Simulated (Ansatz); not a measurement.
A first try at a ladder of methods at one geometry of BGeH₅N, SMILES B[N][GeH3], using Ansatz 0.2.0, Python API.

`bgeh5n.py`
```python
'''One geometry of BGeH5N, method by method.'''

import ansatz
from ase import Atoms


def main() -> None:
    atoms = Atoms(['B', 'N', 'Ge', 'H', 'H', 'H', 'H', 'H'], positions=[
        [-0.6916, 0.9188, -0.9724],
        [0.5835, 0.2197, -0.9465],
        [0.605, -0.7332, 0.6412],
        [-1.6842, 0.3743, -1.0108],
        [-0.7516, 2.1359, -1.0622],
        [0.5282, 0.2599, 1.8512],
        [2.004, -1.507, 0.7522],
        [-0.5011, -1.7256, 0.6915],
    ])
    geometry = ansatz.Crystal.molecule_from_ase(atoms)

    setup = (
        geometry.calculation()
        .basis(gaussian='def2-SVP')
        .spin('collinear', total=1)
        .kpoints(2, 2, 2)
    )

    methods = ['mp2', 'ccsd', 'ccsd_t']
    reports = [setup.correlation(m).run(threads=1, backend='cpu').report for m in methods]
    print(f'Hartree-Fock reference {reports[0]["reference_energy_ev"] / 27.211386246:.6f} Ha')
    best = reports[-1]['free_energy_ev'] - reports[-1]['reference_energy_ev']
    for method, each in zip(methods, reports):
        gained = each['free_energy_ev'] - each['reference_energy_ev']
        print(f'{method:8s} total {each["free_energy_ev"] / 27.211386246:.6f} Ha  correlation {gained:9.4f} eV  ({100 * gained / best:.1f} % of the last)')


if __name__ == '__main__':
    main()
```

Output of `python bgeh5n.py`:
```text
Traceback (most recent call last):
  File "bgeh5n.py", line 37, in <module>
    main()
    ~~~~^^
  File "bgeh5n.py", line 28, in main
    reports = [setup.correlation(m).run(threads=1, backend='cpu').report for m in methods]
               ~~~~~~~~~~~~~~~~~~~~~~~~^^^^^^^^^^^^^^^^^^^^^^^^^^
  ...
ansatz.RefusalError: invalid value for `basis.gaussian`: such a run doesn't read kpoints; remove what it names
```
(Library frames cut from the traceback.)

Why does it end like this?

The fault: a molecule in a Gaussian basis takes no k-points. Mended:

```diff
--- before
+++ after
@@ -23,3 +23,2 @@
         .spin('collinear', total=1)
-        .kpoints(2, 2, 2)
     )
```

With that change:

Running `python bgeh5n.py` prints:
```text
Hartree-Fock reference -2157.040334 Ha
mp2      total -2157.494263 Ha  correlation  -12.3520 eV  (89.4 % of the last)
ccsd     total -2157.533450 Ha  correlation  -13.4184 eV  (97.1 % of the last)
ccsd_t   total -2157.547969 Ha  correlation  -13.8135 eV  (100.0 % of the last)
```

Reading the output:
- Total energies depend on the basis set; only differences at equal settings carry meaning.
- The geometry is a force-field or estimated start, not a minimum of this method, and the basis set is short of its limit. A lower total doesn't mark the better method: functionals have no common bound, and MP2 and coupled cluster aren't variational.
- The run takes the species as open-shell (spin multiplicity 2), which needn't be its ground state.
- Inner cores stay frozen; a filled d shell under the valence of the heavier atoms is correlated with it.
- Hardware and time: 58 s on 1 thread of Arm Neoverse V2, with other jobs on the host, peak memory 0.62 GiB.
